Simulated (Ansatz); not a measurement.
# Gd2SO2: the cost of one run

Method: DFT PBEsol without U, plane waves, PAW, no spin–orbit coupling unless a run says so, in Ansatz 0.2.0.

1 further run of the same task is left out (it didn't finish).

**1. The system as given**

It takes space group P-3m1 (No. 164, trigonal). Conventional cell: a = 3.874 Å, b = 3.874 Å, c = 6.598 Å, α = 90.00°, β = 90.00°, γ = 120.00°. Gd (site symmetry 3m) is surrounded by 4 O at 2.31 Å and 3 S at 2.90 Å. Around O (site symmetry 3m) lie 4 Gd at 2.31 Å. Around S (site symmetry -3m) lie 6 Gd at 2.90 Å.

As a file:

```xyz
5
Lattice="3.8735 0.0000 0.0000 -1.9368 3.3546 0.0000 0.0000 0.0000 6.5975" Properties=species:S:1:pos:R:3 pbc="T T T"
Gd    0.0000    2.2364    1.8473
Gd    1.9368    1.1182    4.7502
O     0.0000    2.2364    4.1565
O     1.9368    1.1182    2.4411
S     0.0000    0.0000    0.0000
```

An earlier series on this cell reached its lowest free state from «antiferromagnetic start, free», perhaps among other starts.

**2. Total moment held at first, then free, 7.00 μB per cell**

The input, input.yaml:

```yaml
crystal:
  lattice:
    - [3.87352254, 0.0, 0.0]
    - [-1.93676127, 3.35456892, 0.0]
    - [0.0, 0.0, 6.59754587]
  atoms:
    - { symbol: Gd, position: [0.3333333333, 0.6666666667, 0.28], spin: 3.5 }
    - { symbol: Gd, position: [0.6666666667, 0.3333333333, 0.72], spin: 3.5 }
    - { symbol: O, position: [0.3333333333, 0.6666666667, 0.63] }
    - { symbol: O, position: [0.6666666667, 0.3333333333, 0.37] }
    - { symbol: S, position: [0.0, 0.0, 0.0] }
basis:
  ecutwfc: 420
  ecutrho_ratio: 4
kpoints:
  mp_grid: { grid: [6, 6, 3] }
hamiltonian:
  xc: pbesol
scf:
  occupations: { method: gaussian, width: 0.05 }
  lower_state_search: "off"
  max_iter: 150
output:
  forces: true
  stress: true
  eigenvalues: true
  populations: true
  hubbard: { sites: [{ site: 0, l: f }, { site: 1, l: f }] }
magnetization:
  spin_polarized: true
  initial_magnetization: 7.0
  spin_locking: { lock_magnetization: soft, n_iters: 6 }
```

The lock is temporary (n_iters 6) and is released on the way.

Started as:

```sh
$ ansatz run input.yaml --threads 4 --pin off --max-ram 6144MiB --backend cpu --events-out ev --progress --plain --runs-dir out
```

What time and memory should one allow on 4 threads of Intel Xeon Platinum 8375C at 2.90GHz (Ice Lake), shared host?

About 5.2 s, with a peak of 0.51 GiB.
